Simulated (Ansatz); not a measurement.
# C4H10BF: the cost of one run

Method: UKS PBE0-D4/STO-3G, in Ansatz 0.2.0.

### 1 The system as given

Bond lengths (14 of 15 bonds, heavy atoms first): C1–B2 1.603 Å, B2–C3 1.571 Å, B2–C4 1.587 Å, C4–C5 1.598 Å, C4–F6 1.399 Å, C1–H7 1.120 Å, C1–H8 1.050 Å, C1–H9 1.174 Å, C3–H10 1.099 Å, C3–H11 1.092 Å, C3–H12 1.166 Å, C4–H13 1.053 Å, C5–H14 1.069 Å, C5–H15 1.130 Å. Angles (14 of 27 angles, heavy atoms first): C1–B2–C3 117.3°, C1–B2–C4 124.8°, C3–B2–C4 117.8°, B2–C4–C5 108.7°, B2–C4–F6 110.3°, C5–C4–F6 106.2°, B2–C1–H7 106.7°, B2–C1–H8 111.3°, B2–C1–H9 107.9°, B2–C3–H10 112.2°, B2–C3–H11 110.6°, B2–C3–H12 109.2°, B2–C4–H13 116.7°, C5–C4–H13 104.2°.

As a file:

```xyz
16

C    -0.2656   -1.1940    1.3191
B     0.4357   -0.2466    0.2333
C     1.7971   -0.7364   -0.3801
C    -0.1041    1.1791   -0.2078
C    -1.5137    0.9898   -0.9363
F    -0.3507    1.9739    0.9169
H    -1.2812   -1.4446    0.9193
H     0.3159   -2.0468    1.5127
H    -0.4416   -0.5596    2.2906
H     2.2332    0.0030   -1.0657
H     1.6721   -1.7068   -0.8646
H     2.5798   -0.8637    0.4748
H     0.4781    1.7102   -0.9058
H    -1.4237    0.3625   -1.7977
H    -2.2723    0.5337   -0.2341
H    -1.8820    2.0238   -1.2304
```

### 2 Preparing the start

File input.yaml:

```yaml
crystal:
  periodic: [false, false, false]
  atoms:
    - { symbol: C, position_ang: [-0.2656, -1.194, 1.3191] }
    - { symbol: B, position_ang: [0.4357, -0.2466, 0.2333] }
    - { symbol: C, position_ang: [1.7971, -0.7364, -0.3801] }
    - { symbol: C, position_ang: [-0.1041, 1.1791, -0.2078] }
    - { symbol: C, position_ang: [-1.5137, 0.9898, -0.9363] }
    - { symbol: F, position_ang: [-0.3507, 1.9739, 0.9169] }
    - { symbol: H, position_ang: [-1.2812, -1.4446, 0.9193] }
    - { symbol: H, position_ang: [0.3159, -2.0468, 1.5127] }
    - { symbol: H, position_ang: [-0.4416, -0.5596, 2.2906] }
    - { symbol: H, position_ang: [2.2332, 0.003, -1.0657] }
    - { symbol: H, position_ang: [1.6721, -1.7068, -0.8646] }
    - { symbol: H, position_ang: [2.5798, -0.8637, 0.4748] }
    - { symbol: H, position_ang: [0.4781, 1.7102, -0.9058] }
    - { symbol: H, position_ang: [-1.4237, 0.3625, -1.7977] }
    - { symbol: H, position_ang: [-2.2723, 0.5337, -0.2341] }
    - { symbol: H, position_ang: [-1.882, 2.0238, -1.2304] }
magnetization:
  spin_polarized: true
basis:
  gaussian: { orbitals: STO-3G }
hamiltonian:
  xc: pbe0
  dispersion: d4
relax:
  f_tol: 0.02
  max_steps: 40
```

Launch:

```sh
$ ansatz run input.yaml --threads 1 --pin off --max-ram 2048MiB --backend cpu --events-out ev --progress --plain --runs-dir out
```

Q: Estimate wall time and peak memory on 1 thread of Arm Neoverse V1, shared host.

About 79 s, with a peak of 0.15 GiB.
